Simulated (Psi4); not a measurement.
# SiHClF2 (SMILES F[SiH](F)Cl) at 5 levels

Aim: a comparison of 5 runs (HF/3-21G, M06-2X/3-21G, B3LYP/6-31G*, PBE0/def2-SVP, CCSD/6-31G) of SiHClF2. 

The calculation is run with Psi4 1.11.

7 further runs of the same task are left out: 1 that didn't finish, 6 set aside as unsound or not needed.

**1. The molecule**

SiHClF2 has 5 atoms, charge 0, and is taken as a singlet. As SMILES, `F[SiH](F)Cl`. Geometry: relaxed at PBE0-D4/def2-TZVP.

Bond lengths: F1–Si2 1.577 Å, Si2–F3 1.577 Å, Si2–Cl4 2.018 Å, Si2–H5 1.465 Å. Angles: F1–Si2–F3 107.6°, F1–Si2–Cl4 109.0°, F3–Si2–Cl4 109.0°, F1–Si2–H5 109.8°, F3–Si2–H5 109.8°, Cl4–Si2–H5 111.5°.

**2. The energy at HF/3-21G (run 1)**

clf2hsi.xyz reads:

```xyz
5
ClF2HSi
F     -0.339600    -0.621400     1.420100
Si     0.095900    -0.000200     0.037800
F     -0.033500     1.566800     0.156500
Cl    -1.157500    -0.656000    -1.401500
H      1.484600    -0.363000    -0.254200
```

run_ase.py reads:

```python
import numpy as np
from ase.calculators.psi4 import Psi4
from ase.io import read

mol = read('clf2hsi.xyz')
calc = Psi4(atoms=mol, method='hf', basis='3-21G', memory='1600MB', num_threads=1, charge=0, multiplicity=1, label='calc', reference='rhf')
calc.psi4.set_options({'puream': True, 'e_convergence': 1e-09, 'd_convergence': 1e-08, 'scf_type': 'pk'})
mol.calc = calc

print(f'energy: {mol.get_potential_energy():.6f} eV')
```

The run is started by

```console
python run_ase.py
```

calc.dat:

```text
[...]
  Running in c1 symmetry.
[...]
  Nuclear repulsion =  230.926516139271200
[...]
  Multiplicity = 1
[...]
  Nalpha       = 25
  Nbeta        = 25
[...]
    Number of basis functions: 46
[...]
   @RHF iter   1:  -943.17045920852320   -5.63666e-01   8.55483e-03 ADIIS/DIIS
[...]
   @RHF iter  10:  -943.23788586919341   -3.18323e-12   4.30332e-09 DIIS
[...]
    Orbital Energies [Eh]
    ---------------------
    Doubly Occupied:
       1A   -104.131746     2A    -68.477155     3A    -26.190626
       4A    -26.190043     5A    -10.529862     6A     -7.993071
       7A     -7.988670     8A     -7.988637     9A     -6.276561
      10A     -4.374347    11A     -4.372714    12A     -4.372023
      13A     -1.634299    14A     -1.610491    15A     -1.155843
      16A     -0.812922    17A     -0.722140    18A     -0.719245
      19A     -0.707106    20A     -0.666873    21A     -0.655501
      22A     -0.614225    23A     -0.543385    24A     -0.508571
      25A     -0.500628
[...]
  @RHF Final Energy:  -943.23788586919341
   => Energetics <=
    Nuclear Repulsion Energy =            230.9265161392712002
    One-Electron Energy =               -1768.8554395392263814
    Two-Electron Energy =                 594.6910375307618324
    Total Energy =                       -943.2378858691934056
[...]
 Multipole Moments:
 ------------------------------------------------------------------------------------
     Multipole            Electronic (a.u.)      Nuclear  (a.u.)        Total (a.u.)
 ------------------------------------------------------------------------------------
 L = 1.  Multiply by 2.5417464519 to convert [e a0] to [Debye]
 Dipole X            :         -1.1934503            2.0211936            0.8277433
 Dipole Y            :          0.5887620           -0.7283346           -0.1395726
 Dipole Z            :          0.7306927           -0.7717668           -0.0410742
 Magnitude           :                                                    0.8404323
[...]
```

Standard output:

```text
energy: -25666.810225 eV
```

It took 1.4 s on 1 thread of Intel Xeon 6975P-C (Granite Rapids), shared host; peak memory 0.19 GiB.

**3. Energy and forces at M06-2X/3-21G (run 2)**

calc.inp reads:

```
memory 1600 MB

molecule system {
  F     -0.339600    -0.621400     1.420100
  Si     0.095900    -0.000200     0.037800
  F     -0.033500     1.566800     0.156500
  Cl    -1.157500    -0.656000    -1.401500
  H      1.484600    -0.363000    -0.254200
  symmetry c1
}

set globals {
  basis 3-21G
  puream true
  e_convergence 1e-09
  d_convergence 1e-08
  scf_type pk
  dft_radial_points 99
  dft_spherical_points 590
}

e, wfn = gradient("m06-2x", return_wfn=True)
oeprop(wfn, "WIBERG_LOWDIN_INDICES", "DIPOLE", "MAYER_INDICES")
```

The run is started by

```console
psi4 -i calc.inp -o calc.out -n 1
```

calc.out:

```text
[...]
  Running in c1 symmetry.
[...]
  Nuclear repulsion =  230.926516139271200
[...]
  Multiplicity = 1
[...]
  Nalpha       = 25
  Nbeta        = 25
[...]
    Number of basis functions: 46
[...]
   @RKS iter   1:  -945.08941893944257   -3.29145e-01   8.24837e-03 DIIS/ADIIS
[...]
   @RKS iter   9:  -945.14642242246680   -9.09495e-12   5.50365e-09 DIIS
[...]
    Orbital Energies [Eh]
    ---------------------
    Doubly Occupied:
       1A   -101.979143     2A    -66.706121     3A    -25.166782
       4A    -25.166171     5A     -9.779111     6A     -7.501778
       7A     -7.495020     8A     -7.494885     9A     -5.684069
      10A     -3.986010    11A     -3.984838    12A     -3.982956
      13A     -1.384272    14A     -1.360458    15A     -0.976177
      16A     -0.684316    17A     -0.595845    18A     -0.594222
      19A     -0.579956    20A     -0.530706    21A     -0.524014
      22A     -0.507766    23A     -0.456144    24A     -0.424599
      25A     -0.418560
[...]
  @RKS Final Energy:  -945.14642242246680
   => Energetics <=
    Nuclear Repulsion Energy =            230.9265161392712002
    One-Electron Energy =               -1769.3446384808335097
    Two-Electron Energy =                 626.6946495337041370
    DFT Exchange-Correlation Energy =     -33.4229496146085623
    Empirical Dispersion Energy =           0.0000000000000000
    VV10 Nonlocal Energy =                  0.0000000000000000
    Total Energy =                       -945.1464224224667987
[...]
  -Total Gradient:
     Atom            X                  Y                   Z
    ------   -----------------  -----------------  -----------------
       1        0.012750655653     0.013471888992    -0.035792421901
       2       -0.044582365375     0.011869971161     0.009776375122
       3        0.005325247271    -0.039625106322    -0.005129584423
       4        0.023287631512     0.013209190384     0.028514247940
       5        0.003157208689     0.000889134797     0.002296216247
[...]
 Multipole Moments:
 ------------------------------------------------------------------------------------
     Multipole            Electronic (a.u.)      Nuclear  (a.u.)        Total (a.u.)
 ------------------------------------------------------------------------------------
 L = 1.  Multiply by 2.5417464519 to convert [e a0] to [Debye]
 Dipole X            :         -1.2563157            2.0211936            0.7648779
 Dipole Y            :          0.6160656           -0.7283346           -0.1122690
 Dipole Z            :          0.7627265           -0.7717668           -0.0090403
 Magnitude           :                                                    0.7731263
[...]
```

It took 7.8 s on 1 thread of Intel Xeon 6975P-C (Granite Rapids), shared host; peak memory 0.89 GiB.

**4. Energy and gradient at B3LYP/6-31G(d) (spherical functions) (run 3)**

job.json reads:

```json
{
 "schema_name": "qcschema_input",
 "schema_version": 1,
 "molecule": {
  "schema_name": "qcschema_molecule",
  "schema_version": 2,
  "symbols": ["F", "Si", "F", "Cl", "H"],
  "geometry": [-0.64175099, -1.17427581, 2.68360007, 0.18122474, -0.00037795, 0.07143165, -0.06330583, 2.96082289, 0.29574214, -2.18735799, -1.23966034, -2.64845116, 2.8054874, -0.68597058, -0.48036838],
  "molecular_charge": 0,
  "molecular_multiplicity": 1,
  "fix_symmetry": "c1"
 },
 "driver": "gradient",
 "model": {
  "method": "b3lyp",
  "basis": "6-31G*"
 },
 "keywords": {
  "puream": true,
  "e_convergence": 1e-09,
  "d_convergence": 1e-08,
  "scf_type": "pk",
  "dft_radial_points": 99,
  "dft_spherical_points": 590,
  "scf_properties": ["MULLIKEN_CHARGES", "LOWDIN_CHARGES", "DIPOLE"]
 }
}
```

The run is started by

```console
psi4 --qcschema job.json -n 1 --memory 1600MB
```

stdout, shortened:

```text
[...]
  Running in c1 symmetry.
[...]
  Nuclear repulsion =  230.926516300095159
[...]
  Multiplicity = 1
[...]
  Nalpha       = 25
  Nbeta        = 25
[...]
    Number of basis functions: 66
[...]
   @RKS iter   1:  -950.05196866648680   -2.43341e-01   7.59678e-03 ADIIS/DIIS
[...]
   @RKS iter  10:  -950.13615706094311   -1.13687e-12   4.85663e-09 DIIS
[...]
  @RKS Final Energy:  -950.13615706094311
   => Energetics <=
    Nuclear Repulsion Energy =            230.9265163000951588
    One-Electron Energy =               -1775.8369772950586594
    Two-Electron Energy =                 651.7587795084500613
    DFT Exchange-Correlation Energy =     -56.9844755744295313
    Empirical Dispersion Energy =           0.0000000000000000
    VV10 Nonlocal Energy =                  0.0000000000000000
    Total Energy =                       -950.1361570609431055
[...]
 Multipole Moments:
 ------------------------------------------------------------------------------------
     Multipole            Electronic (a.u.)      Nuclear  (a.u.)        Total (a.u.)
 ------------------------------------------------------------------------------------
 L = 1.  Multiply by 2.5417464519 to convert [e a0] to [Debye]
 Dipole X            :         -1.5584481            2.0211936            0.4627455
 Dipole Y            :          0.6075807           -0.7283346           -0.1207539
 Dipole Z            :          0.6748379           -0.7717668           -0.0969289
 Magnitude           :                                                    0.4879653
[...]
  Mulliken Charges: (a.u.)
   Center  Symbol    Alpha    Beta     Spin     Total
       1     F     4.68213  4.68213  0.00000 -0.36426
       2    SI     6.48936  6.48936  0.00000  1.02127
       3     F     4.68213  4.68213  0.00000 -0.36426
[...]
  -Total Gradient:
     Atom            X                  Y                   Z
    ------   -----------------  -----------------  -----------------
       1        0.004273685965     0.006175482054    -0.012638239681
       2       -0.010619687363     0.004000058463     0.004371694234
       3        0.001366699564    -0.014620594490    -0.000628520506
       4        0.005908154898     0.003594233484     0.007653800609
       5       -0.000906625606     0.000883338438     0.001302950913
[...]
```

The result, in JSON:

```text
{
 "driver": "gradient",
 "model": {
  "method": "b3lyp",
  "basis": "6-31G*"
 },
 "success": true,
 "return_result": [0.004273685965137039, 0.006175482054188178, -0.012638239681486724, -0.010619687362862326, 0.00400005846285896, 0.004371694233593931, 0.0013666995644913, -0.014620594489854644, -0.0006285205055181452, 0.005908154898147527, 0.003594233484040546, 0.007653800608949712, -0.0009066256062524869, 0.0008833384380494969, 0.0013029509126578076],
 "properties": {
  "calcinfo_nbasis": 66,
  "calcinfo_nmo": 66,
  "calcinfo_nalpha": 25,
  "calcinfo_nbeta": 25,
  "calcinfo_natom": 5,
  "nuclear_repulsion_energy": 230.92651630009516,
  "return_energy": -950.1361570609431,
  "return_gradient": [0.004273685965137039, 0.006175482054188178, -0.012638239681486724, -0.010619687362862326, 0.00400005846285896, 0.004371694233593931, 0.0013666995644913, -0.014620594489854644, -0.0006285205055181452, 0.005908154898147527, 0.003594233484040546, 0.007653800608949712, -0.0009066256062524869, 0.0008833384380494969, 0.0013029509126578076],
  "scf_one_electron_energy": -1775.8369772950587,
  "scf_two_electron_energy": 651.7587795084501,
  "scf_xc_energy": -56.98447557442953,
  "scf_dipole_moment": [0.4627455165750889, -0.12075391841381589, -0.09692894150963938],
  "scf_total_energy": -950.1361570609431,
  "scf_total_gradient": [0.004273685965137039, 0.006175482054188178, -0.012638239681486724, -0.010619687362862326, 0.00400005846285896, 0.004371694233593931, 0.0013666995644913, -0.014620594489854644, -0.0006285205055181452, 0.005908154898147527, 0.003594233484040546, 0.007653800608949712, -0.0009066256062524869, 0.0008833384380494969, 0.0013029509126578076],
  "scf_iterations": 10
 }
}
```

Run time: 7.5 s. Hardware: 1 thread of Intel Xeon 6975P-C (Granite Rapids), shared host; peak memory 0.69 GiB.

Run 4 isn't shown in full; the table further down has it.

**5. The energy at CCSD/6-31G (run 5)**

clf2hsi.json reads:

```json
{
  "schema_name": "qcschema_input",
  "schema_version": 1,
  "molecule": {
    "schema_name": "qcschema_molecule",
    "schema_version": 2,
    "symbols": ["F", "Si", "F", "Cl", "H"],
    "geometry": [-0.64175099, -1.17427581, 2.68360007, 0.18122474, -0.00037795, 0.07143165, -0.06330583, 2.96082289, 0.29574214, -2.18735799, -1.23966034, -2.64845116, 2.8054874, -0.68597058, -0.48036838],
    "molecular_charge": 0,
    "molecular_multiplicity": 1,
    "fix_symmetry": "c1"
  },
  "driver": "energy",
  "model": {
    "method": "ccsd",
    "basis": "6-31G"
  },
  "keywords": {
    "puream": true,
    "e_convergence": 1e-09,
    "d_convergence": 1e-08,
    "scf_type": "pk",
    "num_frozen_docc": 12
  }
}
```

The run is started by

```console
psi4 --qcschema clf2hsi.json -n 1 --memory 1600MB
```

stdout:

```text
[...]
  Running in c1 symmetry.
[...]
  Nuclear repulsion =  230.926516300095159
[...]
  Multiplicity = 1
[...]
  Nalpha       = 25
  Nbeta        = 25
[...]
    Number of basis functions: 46
[...]
   @RHF iter   1:  -947.79350320648973   -4.47431e-01   8.84555e-03 ADIIS/DIIS
[...]
   @RHF iter  10:  -947.86928172650892   -3.41061e-12   4.89422e-09 DIIS
[...]
    Orbital Energies [Eh]
    ---------------------
    Doubly Occupied:
       1A   -104.849016     2A    -68.979232     3A    -26.330994
       4A    -26.330982     5A    -10.595040     6A     -8.063410
       7A     -8.058928     8A     -8.058885     9A     -6.337584
      10A     -4.443847    11A     -4.443755    12A     -4.441441
      13A     -1.657485    14A     -1.633620    15A     -1.161865
      16A     -0.830475    17A     -0.739942    18A     -0.736600
      19A     -0.726292    20A     -0.690935    21A     -0.673646
      22A     -0.627991    23A     -0.552021    24A     -0.513698
      25A     -0.505521
[...]
  @RHF Final Energy:  -947.86928172650892
   => Energetics <=
    Nuclear Repulsion Energy =            230.9265163000951588
    One-Electron Energy =               -1773.6251872515786090
    Two-Electron Energy =                 594.8293892249746477
    Total Energy =                       -947.8692817265089161
[...]
 Multipole Moments:
 ------------------------------------------------------------------------------------
     Multipole            Electronic (a.u.)      Nuclear  (a.u.)        Total (a.u.)
 ------------------------------------------------------------------------------------
 L = 1.  Multiply by 2.5417464519 to convert [e a0] to [Debye]
 Dipole X            :         -1.1564380            2.0211936            0.8647556
 Dipole Y            :          0.4526016           -0.7283346           -0.2757330
 Dipole Z            :          0.5038569           -0.7717668           -0.2679099
 Magnitude           :                                                    0.9463650
[...]
      * MP2 total energy                      = -948.205115247370713
[...]
      * CCSD total energy                     = -948.213866225293600
[...]
```

The result, in JSON:

```text
{
 "driver": "energy",
 "model": {
  "method": "ccsd",
  "basis": "6-31G"
 },
 "success": true,
 "return_result": -948.2138662252936,
 "properties": {
  "calcinfo_nbasis": 46,
  "calcinfo_nmo": 46,
  "calcinfo_nalpha": 25,
  "calcinfo_nbeta": 25,
  "calcinfo_natom": 5,
  "nuclear_repulsion_energy": 230.92651630009516,
  "return_energy": -948.2138662252936,
  "scf_one_electron_energy": -1773.6251872515786,
  "scf_two_electron_energy": 594.8293892249746,
  "scf_dipole_moment": [0.8647555889695913, -0.27573299774148363, -0.26790992051801943],
  "scf_total_energy": -947.8692817265089,
  "scf_iterations": 10,
  "mp2_same_spin_correlation_energy": -0.08785028796188157,
  "mp2_opposite_spin_correlation_energy": -0.24798323290268218,
  "mp2_singles_energy": -2.5025321620533704e-27,
  "mp2_doubles_energy": -0.33583352086456375,
  "mp2_correlation_energy": -0.33583352086456375,
  "mp2_total_energy": -948.2051152473707,
  "ccsd_same_spin_correlation_energy": -0.07388114579669575,
  "ccsd_opposite_spin_correlation_energy": -0.27070335299076476,
  "ccsd_singles_energy": 0.0,
  "ccsd_doubles_energy": -0.3445844987874605,
  "ccsd_correlation_energy": -0.34458449878746067,
  "ccsd_total_energy": -948.2138662252936,
  "ccsd_iterations": 15
 }
}
```

Wall time 3.3 s (1 thread of Intel Xeon 6975P-C (Granite Rapids), shared host); peak memory 0.2 GiB.

**6. Overview of the runs**

```
run                               level      task         integration grid  energy (Eh)  dipole moment (D)  HOMO energy (eV)  LUMO energy (eV)  wall time
  1                            HF/3-21G    energy                        –  -943.237886               2.14            -13.62              4.42      1.4 s
  2                        M06-2X/3-21G  gradient  99 radial × 590 angular  -945.146422               1.97            -11.39              1.55      7.8 s
  3  B3LYP/6-31G* (spherical functions)  gradient  99 radial × 590 angular  -950.136157               1.24             -9.58              0.91      7.5 s
  4                       PBE0/def2-SVP  gradient  99 radial × 590 angular  -949.289768               1.21             -9.87              1.25      7.5 s
  5                          CCSD/6-31G    energy                        –  -948.213866                  –            -13.76              3.80      3.3 s
```

**7. Outcome**

| quantity | value |
| --- | --- |
| run 5: total energy | -948.21387 Eh |
| run 5: HOMO energy (Hartree–Fock orbitals) | -13.76 eV |
| run 5: LUMO energy (Hartree–Fock orbitals) | 3.80 eV |
| run 5: HOMO–LUMO gap (Hartree–Fock orbitals) | 17.55 eV |
| run 5: correlation energy (12 core orbitals frozen) | -344.6 mEh |
| run 5: T1 diagnostic | 0.012 |

What this shows: Over runs 1, 2, 3, 4 the dipole moment (its size) runs from 1.21 D (PBE0/def2-SVP) to 2.14 D (HF/3-21G). The two ends differ in method and basis. Over runs 1, 2, 3, 4 the HOMO–LUMO gap runs from 10.48 eV (B3LYP/6-31G*) to 18.05 eV (HF/3-21G). Totals of different functionals can't be ranked against each other. All runs together took 28 s, the longest 7.8 s.
